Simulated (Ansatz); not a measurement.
From input file to script: CsInCl₃, space group Fm-3m in Ansatz 0.2.0.

```yaml
crystal:
  lattice:
    - [0.0, 5.51015345, 5.51015345]
    - [5.51015345, 0.0, 5.51015345]
    - [5.51015345, 5.51015345, 0.0]
  atoms:
    - { symbol: Cs, position: [0.75, 0.75, 0.75] }
    - { symbol: Cs, position: [0.25, 0.25, 0.25] }
    - { symbol: In, position: [0.5, 0.5, 0.5] }
    - { symbol: In, position: [0.0, 0.0, 0.0] }
    - { symbol: Cl, position: [0.76987871, 0.23012129, 0.23012129] }
    - { symbol: Cl, position: [0.23012129, 0.23012129, 0.76987871] }
    - { symbol: Cl, position: [0.23012129, 0.76987871, 0.76987871] }
    - { symbol: Cl, position: [0.23012129, 0.76987871, 0.23012129] }
    - { symbol: Cl, position: [0.76987871, 0.23012129, 0.76987871] }
    - { symbol: Cl, position: [0.76987871, 0.76987871, 0.23012129] }
basis:
  ecutwfc: 450.0
kpoints:
  mp_grid: { grid: [4, 4, 4] }
hamiltonian:
  xc: pbesol
  dispersion: d3bjatm
  pseudopotentials: { kind: paw }
scf:
  occupations: { method: fixed }
relax:
  f_tol: 0.005
  cell: {}
```

The program run on that file:
```console
$ ansatz run input.yaml --threads 1 --pin off --max-ram 3072MiB --backend cpu --events-out ev --progress --plain --runs-dir out
Engine: ansatz 0.2.0, aarch64-unknown-linux-gnu
Pseudopotentials: kind: paw
Pseudopotential: Cs, paw, valence charge 9, recommended cutoff 420 eV (normal), Cs.paw.azcp
Pseudopotential: In, paw, valence charge 13, recommended cutoff 420 eV (normal), In.paw.azcp
Pseudopotential: Cl, paw, valence charge 7, recommended cutoff 420 eV (normal), Cl.paw.azcp
Functional definition: PBEsol
  exchange = pbesol_x
  correlation = pbesol_c
Crystal: 10 atoms, lattice volume = 334.596 Å³
Basis set: ecut = 450 eV, 7343 PW (Γ), exchange–correlation on 108×108×108 points (8 copies of the dense FFT grid, shifted against one another)
Bands: 53, of which v1, the nominal top of the filled ones, is band 43 counted from 1 (42 counted from 0)
Symmetry: 48 space group operations
Space group: Fm-3m (ITA 225), of the structure as read, at distance tolerance 6.9e-5 Å
k-points: 8 of 64
Non-local potential: Cs, projectors of the file, l = 0: 3, l = 1: 2, l = 2: 2, l = 3: 2
Non-local potential: In, projectors of the file, l = 0: 2, l = 1: 2, l = 2: 2, l = 3: 2
Non-local potential: Cl, projectors of the file, l = 0: 2, l = 1: 2, l = 2: 2
PAW form: soft (Blöchl's): semilocal exchange-correlation on the pseudo side does not see the compensation charge
PAW frozen core: Cs, regenerated for the run's functional, and the local potential with it (the file was generated under x = pbe(κ = 0.804, μ = 0.2195149727645171), c = pbe(β = 0.06672455060314922))
PAW frozen core: In, regenerated for the run's functional, and the local potential with it (the file was generated under x = pbe(κ = 0.804, μ = 0.2195149727645171), c = pbe(β = 0.06672455060314922))
PAW frozen core: Cl, regenerated for the run's functional, and the local potential with it (the file was generated under x = pbe(κ = 0.804, μ = 0.2195149727645171), c = pbe(β = 0.06672455060314922))
PAW one-centre angular grid: Cs, 194 points (default); XC on 64 Gauss nodes
PAW one-centre angular grid: In, 590 points (default); XC on 64 Gauss nodes
PAW one-centre angular grid: Cl, 110 points (default); XC on 64 Gauss nodes
Initial density: superposition of atomic densities (neutral atoms: chi_scale 0, normalization atom), corrected by the library's trained network
Initial wavefunctions: pseudopotential atomic-orbital guess
Functional: x = pbesol(κ = 0.804, μ = 0.12345679012345678), c = pbesol(β = 0.046)
SCF iter   1: F=—  HF=-28603.514406 eV  |F-HF|=—  |Δ(HF+E_count)|=         —  Δρ=3.39e-3  dr2=5.50e-2  ethr=1.77e-3  ⟨swp⟩=5.5  Hψ=1584  notcnv=0  defer=54
preconditioner: auto → Resta (q_TF=auto, 2.175 Å⁻¹)  ε∞=3.1  [insulator: Δε(μ)=1.444 eV  Ē_g=12.773 eV  n_scr=58 (ndim 8)  ℏωp=18.4 eV  f_vac=0.061  ε∞_Penn≈3.1]
SCF iter   2: F=—  HF=-28603.497637 eV  |F-HF|=—  |Δ(HF+E_count)|=   1.68e-2  Δρ=1.11e-3  dr2=6.23e-3  ethr=6.39e-5  ⟨swp⟩=2.9  Hψ=790  notcnv=0  defer=58
SCF iter   3: F=—  HF=-28603.496557 eV  |F-HF|=—  |Δ(HF+E_count)|=   1.08e-3  Δρ=3.58e-4  dr2=5.28e-4  ethr=7.24e-6  ⟨swp⟩=3.0  Hψ=718  notcnv=0  defer=34
automatic band count: iteration 3 solves 50 bands in place of 53: the levels show a gap, and the empty bands left out lie too high to hold charge; the band table lists the bands solved (type scf.n_extra_bands for more)
SCF iter   4: F=—  HF=-28603.496705 eV  |F-HF|=—  |Δ(HF+E_count)|=   1.49e-4  Δρ=5.74e-5  dr2=1.92e-5  ethr=6.13e-7  ⟨swp⟩=2.0  Hψ=601  notcnv=0  defer=33
SCF iter   5: F=—  HF=-28603.496636 eV  |F-HF|=—  |Δ(HF+E_count)|=   6.94e-5  Δρ=2.09e-5  dr2=2.10e-6  ethr=2.24e-8  ⟨swp⟩=2.0  Hψ=717  notcnv=0  defer=28
SCF iter   6: F=—  HF=-28603.496637 eV  |F-HF|=—  |Δ(HF+E_count)|=   1.36e-6  Δρ=5.71e-6  dr2=1.55e-7  ethr=2.44e-9  ⟨swp⟩=2.0  Hψ=716  notcnv=0  defer=30
SCF iter   7: F=-28603.496637 eV  HF=-28603.496637 eV  |F-HF|=1.24e-8  |Δ(HF+E_count)|=   1.32e-7  Δρ=1.72e-6  dr2=1.66e-8  ethr=1.16e-10  ⟨swp⟩=4.8  Hψ=1480  notcnv=0
SCF 1 converged in 7 iterations: F = -28603.496637 eV  dr2 = 1.66e-8
  greatest PAW one-centre occupation: 0.987 electrons in one spin orbital (limit 2), on the In atom at site 3 (counted from 0), in its partial waves of l = 2
relax step   1: F+E_penalty+E_count = -28603.49663742 eV  Δ(F+E_penalty+E_count) = +0.000e0 eV  max|allowed force component| = 4.638e-2 eV/Å  Δτ_max = 0.0000 Å  P = -1.409 GPa  Ω = 334.596 Å³  (7 SCF iters, dr2 threshold 1.00e-7 eV, accepted)
Crystal: 10 atoms, lattice volume = 319.047 Å³
Basis set: ecut = 450 eV, 6855 PW (Γ), exchange–correlation on 108×108×108 points (8 copies of the dense FFT grid, shifted against one another)
Initial density: handed on by an earlier stage of this run
Initial wavefunctions: those handed on with the density
iter 1 solved again at ethr=1.63e-5 eV; its pass at ethr=3.10e-3 eV (dr2=1.40e-2 eV) is discarded
SCF iter   1: F=—  HF=-28603.608972 eV  |F-HF|=—  |Δ(HF+E_count)|=         —  Δρ=1.71e-3  dr2=1.39e-2  ethr=1.63e-5  ⟨swp⟩=2.9  Hψ=1917  notcnv=0  defer=37
automatic band count: iteration 1 solves 50 bands in place of 53: the levels show a gap, and the empty bands left out lie too high to hold charge; the band table lists the bands solved (type scf.n_extra_bands for more)
preconditioner: auto → Resta (q_TF=auto, 2.193 Å⁻¹)  ε∞=3.3  [insulator: Δε(μ)=1.177 eV  Ē_g=12.467 eV  n_scr=58 (ndim 8)  ℏωp=18.8 eV  f_vac=0.042  ε∞_Penn≈3.3]
SCF iter   2: F=—  HF=-28603.604542 eV  |F-HF|=—  |Δ(HF+E_count)|=   4.43e-3  Δρ=8.18e-4  dr2=2.83e-3  ethr=1.62e-5  ⟨swp⟩=3.0  Hψ=695  notcnv=0  defer=34
SCF iter   3: F=—  HF=-28603.603564 eV  |F-HF|=—  |Δ(HF+E_count)|=   9.78e-4  Δρ=2.57e-4  dr2=3.54e-4  ethr=3.29e-6  ⟨swp⟩=2.8  Hψ=640  notcnv=0  defer=34
SCF iter   4: F=—  HF=-28603.603408 eV  |F-HF|=—  |Δ(HF+E_count)|=   1.56e-4  Δρ=6.19e-5  dr2=1.60e-5  ethr=4.11e-7  ⟨swp⟩=2.0  Hψ=689  notcnv=0  defer=33
SCF iter   5: F=—  HF=-28603.603413 eV  |F-HF|=—  |Δ(HF+E_count)|=   5.10e-6  Δρ=2.09e-5  dr2=2.00e-6  ethr=1.86e-8  ⟨swp⟩=2.0  Hψ=706  notcnv=0  defer=33
SCF iter   6: F=-28603.603414 eV  HF=-28603.603413 eV  |F-HF|=3.14e-8  |Δ(HF+E_count)|=   3.18e-7  Δρ=2.97e-6  dr2=2.18e-8  ethr=1.16e-9  ⟨swp⟩=4.8  Hψ=1487  notcnv=0
SCF 2 converged in 6 iterations: F = -28603.603414 eV  dr2 = 2.18e-8
relax step   2: F+E_penalty+E_count = -28603.60341351 eV  Δ(F+E_penalty+E_count) = -1.068e-1 eV  max|allowed force component| = 3.224e-2 eV/Å  Δτ_max = 0.0293 Å  P = -0.585 GPa  Ω = 319.047 Å³  energy of the carried Pulay correction = +7.734e-4 eV  (6 SCF iters, dr2 threshold 1.00e-6 eV, accepted)
Crystal: 10 atoms, lattice volume = 308.283 Å³
Basis set: ecut = 450 eV, 6735 PW (Γ), exchange–correlation on 108×108×108 points (8 copies of the dense FFT grid, shifted against one another)
iter 1 solved again at ethr=9.27e-6 eV; its pass at ethr=3.10e-3 eV (dr2=7.97e-3 eV) is discarded
SCF iter   1: F=—  HF=-28603.624749 eV  |F-HF|=—  |Δ(HF+E_count)|=         —  Δρ=1.38e-3  dr2=7.93e-3  ethr=9.27e-6  ⟨swp⟩=3.2  Hψ=1921  notcnv=0  defer=35
automatic band count: iteration 1 solves 50 bands in place of 53: the levels show a gap, and the empty bands left out lie too high to hold charge; the band table lists the bands solved (type scf.n_extra_bands for more)
preconditioner: auto → Resta (q_TF=auto, 2.205 Å⁻¹)  ε∞=3.3  [insulator: Δε(μ)=0.874 eV  Ē_g=12.568 eV  n_scr=58 (ndim 8)  ℏωp=19.2 eV  f_vac=0.037  ε∞_Penn≈3.3]
SCF iter   2: F=—  HF=-28603.622352 eV  |F-HF|=—  |Δ(HF+E_count)|=   2.40e-3  Δρ=6.65e-4  dr2=1.37e-3  ethr=9.22e-6  ⟨swp⟩=3.1  Hψ=697  notcnv=0  defer=34
SCF iter   3: F=—  HF=-28603.621944 eV  |F-HF|=—  |Δ(HF+E_count)|=   4.07e-4  Δρ=2.21e-4  dr2=2.05e-4  ethr=1.59e-6  ⟨swp⟩=2.0  Hψ=515  notcnv=0  defer=34
SCF iter   4: F=—  HF=-28603.621827 eV  |F-HF|=—  |Δ(HF+E_count)|=   1.17e-4  Δρ=4.53e-5  dr2=9.08e-6  ethr=2.39e-7  ⟨swp⟩=2.1  Hψ=624  notcnv=0  defer=30
SCF iter   5: F=—  HF=-28603.621829 eV  |F-HF|=—  |Δ(HF+E_count)|=   2.32e-6  Δρ=1.55e-5  dr2=1.01e-6  ethr=1.06e-8  ⟨swp⟩=2.0  Hψ=679  notcnv=0  defer=32
SCF iter   6: F=-28603.621830 eV  HF=-28603.621830 eV  |F-HF|=1.11e-8  |Δ(HF+E_count)|=   2.05e-7  Δρ=2.19e-6  dr2=1.20e-8  ethr=9.96e-10  ⟨swp⟩=4.1  Hψ=1448  notcnv=0
SCF 3 converged in 6 iterations: F = -28603.621830 eV  dr2 = 1.20e-8
[... 23 lines left out ...]
iter 1 solved again at ethr=1.49e-8 eV; its pass at ethr=3.10e-3 eV (dr2=1.28e-5 eV) is discarded
SCF iter   1: F=—  HF=-28603.621782 eV  |F-HF|=—  |Δ(HF+E_count)|=         —  Δρ=4.66e-5  dr2=9.55e-7  ethr=1.49e-8  ⟨swp⟩=3.8  Hψ=2810  notcnv=0  defer=59
preconditioner: auto → Resta (q_TF=auto, 2.203 Å⁻¹)  ε∞=3.1  [insulator: Δε(μ)=0.956 eV  Ē_g=13.024 eV  n_scr=58 (ndim 8)  ℏωp=19.1 eV  f_vac=0.037  ε∞_Penn≈3.1]
SCF iter   2: F=—  HF=-28603.621716 eV  |F-HF|=—  |Δ(HF+E_count)|=   6.61e-5  Δρ=2.30e-5  dr2=2.41e-7  ethr=1.11e-9  ⟨swp⟩=2.0  Hψ=588  notcnv=0  defer=56
SCF iter   3: F=—  HF=-28603.621716 eV  |F-HF|=—  |Δ(HF+E_count)|=   3.77e-7  Δρ=3.88e-6  dr2=8.39e-9  ethr=2.80e-10  ⟨swp⟩=2.0  Hψ=665  notcnv=0  defer=56
SCF iter   4: F=-28603.621716 eV  HF=-28603.621716 eV  |F-HF|=2.18e-11  |Δ(HF+E_count)|=   9.98e-9  Δρ=1.68e-7  dr2=6.86e-11  ethr=1.00e-12  ⟨swp⟩=4.0  Hψ=2192  notcnv=0
SCF 6 converged in 4 iterations: F = -28603.621716 eV  dr2 = 6.86e-11
relax step   6: F+E_penalty+E_count = -28603.62171608 eV  Δ(F+E_penalty+E_count) = +1.092e-3 eV  max|allowed force component| = 1.159e-3 eV/Å  Δτ_max = 0.0000 Å  P = -0.007 GPa  Ω = 310.089 Å³  stress off target by 7.31e-3 GPa  SCF on the basis re-selected at this cell (its energy is not comparable with the rows above)  (4 SCF iters)
basis re-selected at this cell: Δ(F+E_penalty+E_count) = +1.092e-3 eV, ΔP = -0.001 GPa vs the last step (what re-selecting the basis moved, of the pressure what is left beyond the Pulay correction that the steps carried, after the strain that the cell walked since its last selection, with what the two solves' SCF thresholds leave and, on support functions, [...]
SCF converged after 4 iterations
Free energy (F): -28603.621716 eV
Harris-Foulkes:  -28603.621716 eV  (|F-HF|=2.18e-11)
Internal energy: -28603.621716 eV  (E = F + TS)
E sigma→0 (E₀):  -28603.621716 eV
Fermi energy:    4.809061 eV
--- Per-component energies (eV) ---
  E_band       = -368.695755
  E_kinetic    = 1735.745683
  E_local      = -5228.986785  (includes V_loc(G=0)·N_el)
  E_nonlocal   = 974.675511
  E_hartree    = 1980.227942
  E_xc         = -1409.509999
  E_vxc        = -1181.623264  (∫ρ·V_xc dr)
  E_paw        = -21983.741652  (= ΣΔE_a)
  E_vpaw       = -628.963611  (= ΣTr[D̂ρ^β])
  E_aug_tail   = 0.000530  (compensation charges beyond the density's cutoff)
  E_ewald      = -4671.401149
  E_disp       = -1.862515  (pairwise vdW)
  E_core_change = 1.230718  (= ΣΔE_core)
  E_smearing   = -0.000000  (= −TS)
  E_closure    = 0.000000  (closes the sum)
  Σ components = -28603.621716   (vs F -28603.621716, Δ=0.00e0)
--- Forces (eV/Å), atoms counted from 1 ---
  atom   1  Cs     0.00000000     0.00000000     0.00000000
  atom   2  Cs    -0.00000000    -0.00000000     0.00000000
  atom   3  In     0.00000000    -0.00000000    -0.00000000
  atom   4  In    -0.00000000     0.00000000     0.00000000
  atom   5  Cl    -0.00115933     0.00000000    -0.00000000
  atom   6  Cl     0.00000000    -0.00000000    -0.00115933
  atom   7  Cl     0.00115933    -0.00000000     0.00000000
  atom   8  Cl    -0.00000000    -0.00115933    -0.00000000
  atom   9  Cl     0.00000000     0.00115933     0.00000000
  atom  10  Cl     0.00000000    -0.00000000     0.00115933
  max |Σ_I F_I| component: 1.90e-17 eV/Å
--- Stress (GPa, compression-positive) ---
       -0.007306      -0.000000       0.000000
       -0.000000      -0.007306      -0.000000
       -0.000000      -0.000000      -0.007306
  P = ⅓ Tr σ = -0.0073 GPa (-0.073 kbar)
--- Relaxed structure (5 steps of the walk, 5 accepted, 1 SCFs on fresh bases) ---
  F+E_penalty+E_count = -28603.62171608 eV   max|allowed force component| = 1.159e-3 eV/Å   (the final SCF, on the basis selected at the relaxed cell)
  cell:  # Å, volume = 310.0889 Å³
    - [-6.623983642764266e-34, 5.372198914051873, 5.372198914051873]
    - [5.372198914051873, -4.721180649229819e-34, 5.372198914051873]
    - [5.372198914051873, 5.372198914051873, -3.956874844295481e-34]
  atoms:
    - { symbol: Cs, position: [0.7499999999999999, 0.7499999999999999, 0.7499999999999999] }
    - { symbol: Cs, position: [0.25, 0.25, 0.25] }
    - { symbol: In, position: [0.5, 0.5, 0.5] }
    - { symbol: In, position: [-2.1644086694791685e-20, -3.738524065464023e-20, 2.9514663674715975e-20] }
    - { symbol: Cl, position: [0.7653805082402738, 0.23461949175972624, 0.23461949175972618] }
    - { symbol: Cl, position: [0.23461949175972624, 0.23461949175972624, 0.7653805082402738] }
    - { symbol: Cl, position: [0.2346194917597263, 0.7653805082402737, 0.7653805082402738] }
    - { symbol: Cl, position: [0.23461949175972624, 0.7653805082402738, 0.23461949175972618] }
    - { symbol: Cl, position: [0.7653805082402737, 0.2346194917597263, 0.7653805082402738] }
    - { symbol: Cl, position: [0.7653805082402737, 0.7653805082402737, 0.2346194917597263] }
```

The script, `csincl3.py`:
```python
# -*- coding: utf-8 -*-
"""Relax cell and ions of CsInCl3."""

from dataclasses import dataclass
import json

import ansatz as az
import numpy as np
from pymatgen.core import Structure


@dataclass
class Settings:
    functional: str = "PBEsol"
    vdw: str = "d3bjatm"
    ecut: int = 450
    kmesh: tuple[int, ...] = (4, 4, 4)
    smearing: str = "fixed"
    force_tol: float = 0.005


cfg = Settings()

def edges_and_angles(cell):
    cell = np.asarray(cell)
    a, b, c = np.linalg.norm(cell, axis=1)
    cosines = cell[1] @ cell[2] / (b * c), cell[0] @ cell[2] / (a * c), cell[0] @ cell[1] / (a * b)
    return (a, b, c, *np.degrees(np.arccos(cosines)))

lattice = az.Lattice.of(
    [0.0, 5.51015345, 5.51015345],
    [5.51015345, 0.0, 5.51015345],
    [5.51015345, 5.51015345, 0.0],
)
sites = [
    ("Cs", [0.75, 0.75, 0.75]),
    ("Cs", [0.25, 0.25, 0.25]),
    ("In", [0.5, 0.5, 0.5]),
    ("In", [0.0, 0.0, 0.0]),
    ("Cl", [0.76987871, 0.23012129, 0.23012129]),
    ("Cl", [0.23012129, 0.23012129, 0.76987871]),
    ("Cl", [0.23012129, 0.76987871, 0.76987871]),
    ("Cl", [0.23012129, 0.76987871, 0.23012129]),
    ("Cl", [0.76987871, 0.23012129, 0.76987871]),
    ("Cl", [0.76987871, 0.76987871, 0.23012129]),
]
crystal = az.Crystal(lattice=lattice)
for symbol, position in sites:
    crystal = crystal.atom(symbol, position)

# every cell quantity that the symmetry leaves free
job = (
    crystal.calculation()
    .functional(cfg.functional, dispersion=cfg.vdw)
    .pseudopotentials("paw")
    .basis(cfg.ecut)
    .kpoints(*cfg.kmesh)
    .occupations(cfg.smearing)
    .relax(force_tolerance=cfg.force_tol, cell=True)
)
result = job.run(events_out="events.ndjson")
with open("events.ndjson") as stream:
    events = [json.loads(line) for line in stream]
steps = [e["data"] for e in events if e["event"] == "relax_step"]
report = result.report
for s in steps:
    flag = "" if s["accepted"] else "  (rejected)"
    print("step %2d  E = %.5f eV  largest force component = %.4f eV/A%s" % (s["step"], s["lagrangian_ev"], s["allowed_force_max_ev_ang"], flag))

first, last = steps[0], steps[-1]
symbols = [site.symbol for site in result.lattice.sites]
print(f"energy gained {first['lagrangian_ev'] - last['lagrangian_ev']:.4f} eV in {len(steps) - 1} steps")
for label, vectors in (("before", first["cell_ang"]), ("after", result.lattice.cell_ang)):
    print(label, "a b c (A) {:.4f} {:.4f} {:.4f}  angles {:.2f} {:.2f} {:.2f}".format(*edges_and_angles(vectors)), f" V = {abs(np.linalg.det(vectors)):.3f} A^3")
print("final stress xx yy zz (GPa, compression positive):", np.round(np.diag(report["stress_gpa"]), 3) + 0.0)

print("atom   start x y z (A)              end x y z (A)")
for symbol, a, b in zip(symbols, first["positions_ang"], last["positions_ang"]):
    print(f"{symbol:3s}", " ".join(f"{v:8.4f}" for v in a), "  ", " ".join(f"{v:8.4f}" for v in b))

change = np.array(last["positions_ang"]) @ np.linalg.inv(last["cell_ang"]) - np.array(first["positions_ang"]) @ np.linalg.inv(first["cell_ang"])
moved = np.linalg.norm(change @ np.array(last["cell_ang"]), axis=1)
print("displacement within the cell, strain taken out (A):", " ".join(f"{s}:{d:.3f}" for s, d in zip(symbols, moved)))

print("relaxed fractional positions")
for site in result.lattice.sites:
    print(f"  {site.symbol:2s}", " ".join(f"{v % 1:8.5f}" for v in np.round(site.position_frac, 5)))

print(f"free energy      {report['free_energy_ev']:.5f} eV")
print(f"per atom         {report['free_energy_ev'] / len(result.lattice.sites):.5f} eV")
print(f"SCF iterations   {report['n_iterations']}  (converged: {report['converged']})")

final = Structure(result.lattice.cell_ang, [s.symbol for s in result.lattice.sites], [s.position_frac for s in result.lattice.sites])
print(final)
```

```console
$ python csincl3.py
step  1  E = -28603.49664 eV  largest force component = 0.0464 eV/A
step  2  E = -28603.60341 eV  largest force component = 0.0322 eV/A
step  3  E = -28603.62183 eV  largest force component = 0.0279 eV/A
step  4  E = -28603.62276 eV  largest force component = 0.0120 eV/A
step  5  E = -28603.62281 eV  largest force component = 0.0014 eV/A
step  6  E = -28603.62172 eV  largest force component = 0.0012 eV/A
energy gained 0.1251 eV in 5 steps
before a b c (A) 7.7925 7.7925 7.7925  angles 60.00 60.00 60.00  V = 334.596 A^3
after a b c (A) 7.5974 7.5974 7.5974  angles 60.00 60.00 60.00  V = 310.089 A^3
final stress xx yy zz (GPa, compression positive): [-0.007 -0.007 -0.007]
atom   start x y z (A)              end x y z (A)
Cs    8.2652   8.2652   8.2652      8.0583   8.0583   8.0583
Cs    2.7551   2.7551   2.7551      2.6861   2.6861   2.6861
In    5.5102   5.5102   5.5102      5.3722   5.3722   5.3722
In    0.0000   0.0000   0.0000     -0.0000   0.0000  -0.0000
Cl    2.5360   5.5102   5.5102      2.5208   5.3722   5.3722
Cl    5.5102   5.5102   2.5360      5.3722   5.3722   2.5208
Cl    8.4843   5.5102   5.5102      8.2236   5.3722   5.3722
Cl    5.5102   2.5360   5.5102      5.3722   2.5208   5.3722
Cl    5.5102   8.4843   5.5102      5.3722   8.2236   5.3722
Cl    5.5102   5.5102   8.4843      5.3722   5.3722   8.2236
displacement within the cell, strain taken out (A): Cs:0.000 Cs:0.000 In:0.000 In:0.000 Cl:0.048 Cl:0.048 Cl:0.048 Cl:0.048 Cl:0.048 Cl:0.048
relaxed fractional positions
  Cs  0.75000  0.75000  0.75000
  Cs  0.25000  0.25000  0.25000
  In  0.50000  0.50000  0.50000
  In  0.00000  0.00000  0.00000
  Cl  0.76538  0.23462  0.23462
  Cl  0.23462  0.23462  0.76538
  Cl  0.23462  0.76538  0.76538
  Cl  0.23462  0.76538  0.23462
  Cl  0.76538  0.23462  0.76538
  Cl  0.76538  0.76538  0.23462
free energy      -28603.62172 eV
per atom         -2860.36217 eV
SCF iterations   4  (converged: True)
Full Formula (Cs2 In2 Cl6)
Reduced Formula: CsInCl3
abc   :   7.597437   7.597437   7.597437
angles:  60.000000  60.000000  60.000000
pbc   :       True       True       True
Sites (10)
  #  SP            a          b         c
---  ----  ---------  ---------  --------
  0  Cs     0.75       0.75      0.75
  1  Cs     0.25       0.25      0.25
  2  In     0.5        0.5       0.5
  3  In    -0         -0         0
  4  Cl     0.765381   0.234619  0.234619
  5  Cl     0.234619   0.234619  0.765381
  6  Cl     0.234619   0.765381  0.765381
  7  Cl     0.234619   0.765381  0.234619
  8  Cl     0.765381   0.234619  0.765381
  9  Cl     0.765381   0.765381  0.234619
```

Caveats:
- Absolute energies stand on the zero of these potentials, so only differences at equal settings mean something.
- With fixed filling the reported Fermi level is the top filled level among the k-points of the SCF.
- Energies along a relaxation are free energies. Rows at an unchanged volume are solved on a plane-wave basis chosen afresh for that cell, so the energy can jump there; the script counts such rows among its steps.
- Edges and angles are those of the cell as typed, here a primitive one, not of the conventional cell.
- This cell is a computed structure, which may not be the phase found in nature.
- It ran for 44 s on 1 thread of Arm Neoverse V2, with other jobs on the host, peak memory 0.7 GiB.

(Lines on the test bed's own set-up are left out of the output.)
